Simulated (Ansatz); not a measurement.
This script drives Ansatz 0.2.0, Python API.

The script reads `POSCAR_ta2o5`:
```text
Ta2O5
1.0
   2.61260000   -2.34955000    0.00000000
   2.61260000    2.34955000    0.00000000
  -1.82822121    0.00000000    5.56056641
Ta O
2 5
Direct
   0.21720000    0.21720000    0.26960000
   0.78280000    0.78280000    0.73040000
   0.02500000    0.35300000    0.93400000
   0.64700000    0.97500000    0.06600000
   0.40900000    0.77100000    0.32300000
   0.22900000    0.59100000    0.67700000
   0.79900000    0.20100000    0.50000000
```

`bands.py`
```python
"""Bands of Ta2O5 along a path through the zone."""

import warnings

import ansatz as az
from ase.io import read
import matplotlib.pyplot as plt
import numpy as np

warnings.simplefilter("ignore", az.DeckWarning)

atoms = read("POSCAR_ta2o5", format="vasp")
cell = az.Crystal.from_ase(atoms)

# high-symmetry points in fractions of the reciprocal vectors
path = [
    ("C_2", (-0.52595, -0.47405, 0.0)),
    ("Y_2", (-0.5, -0.5, 0.0)),
    ("G", (0.0, 0.0, 0.0)),
    ("M_2", (-0.5, -0.5, 0.5)),
    ("D", (-0.58842, -0.41158, 0.5)),
]
job = (
    cell.calculation()
    .occupations("fixed")
    .basis(530)
    .kpoints(mesh=(6, 6, 4))
    .functional(az.Functional.R2SCAN)
    .pseudopotentials("paw")
    .band_structure([point for _, point in path], intervals=10)
    .scf(extra_bands=6)
)
history = []
result = job.session().plan().execute(on_event=lambda event: history.append(event["data"]["dr2_ev"]) if event["event"] == "scf_iter" else None)
rep = result.report
print("density residual by iteration (eV):", " ".join(f"{value:.1e}" for value in history[:40]))

print("%-22s %14.5f eV" % ("F = E - TS", rep["free_energy_ev"]))
print("%-22s %14.5f eV" % ("E", rep["internal_energy_ev"]))
print("%-22s %14.5f eV" % ("Harris-Foulkes", rep["harris_foulkes_ev"]))
print("%-22s %14.5f eV" % ("Fermi level", rep["fermi_energy_ev"]))

bands = result.band_structure()
fermi = bands.fermi_energy_ev
print(f"zero of the bands: {fermi:.3f} eV, the Fermi level found on the SCF mesh")
reciprocal = 2 * np.pi * np.linalg.inv(result.lattice.cell_ang).T
steps = np.linalg.norm(np.diff(bands.kpoints_frac @ reciprocal, axis=0), axis=1)
distance = np.concatenate([[0], np.cumsum(steps)])
fig, ax = plt.subplots(figsize=(5, 4))
for channel, colour in zip(bands.channels, ("C0", "C3")):
    ax.plot(distance, channel.eigenvalues_ev - fermi, colour, lw=1)
ax.set_xticks(distance[::10], [label for label, _ in path])
ax.set(ylim=(-6, 6), ylabel="E - E_F (eV)", xlim=(0, distance[-1]))
ax.grid(axis="x")
fig.savefig("bands.png", dpi=100)
first = bands.channels[0].eigenvalues_ev - fermi
near = np.argsort(np.abs(first.mean(axis=0)))[:4]
for band in sorted(near):
    print(f"band {band + 1}: {first[:, band].min():.3f} to {first[:, band].max():.3f} eV")
```

It is started by `python bands.py`. Estimate its wall time and peak memory on 1 thread of Intel(R) Xeon(R) Processor @ 2.30GHz, with other jobs on the host.

It took about 24 s, with a peak of 0.72 GiB, for 1 run of the engine.

`python bands.py` gives:
```text
density residual by iteration (eV): 4.1e-01 2.9e-02 9.2e-03 8.3e-04 1.0e-04 1.1e-05 1.6e-06 1.9e-07 8.3e-09
F = E - TS               -22733.59631 eV
E                        -22733.59631 eV
Harris-Foulkes           -22733.59631 eV
Fermi level                  14.48185 eV
zero of the bands: 14.482 eV, the Fermi level found on the SCF mesh
band 26: -2.503 to -1.858 eV
band 27: -1.773 to -1.306 eV
band 28: -1.369 to 0.000 eV
band 29: 0.776 to 2.094 eV
```

Absolute energies stand on the zero of these potentials, so only differences at equal settings mean something. A total without «per atom» is that of the cell as typed. No spin polarisation was allowed. The computed bands are complete only to about 4.3 eV above the Fermi level. Under fixed occupations the level called the Fermi level is the highest filled one on the SCF mesh; off the mesh a filled band can lie a little above it. Only differences from the Fermi energy are physical; the zero of the scale is a convention. The structure is a deposited one; some such entries were measured under pressure or heat, so a shift against it needn't be the functional's error alone. Levels are Kohn-Sham eigenvalues on this mesh, without spin-orbit coupling.
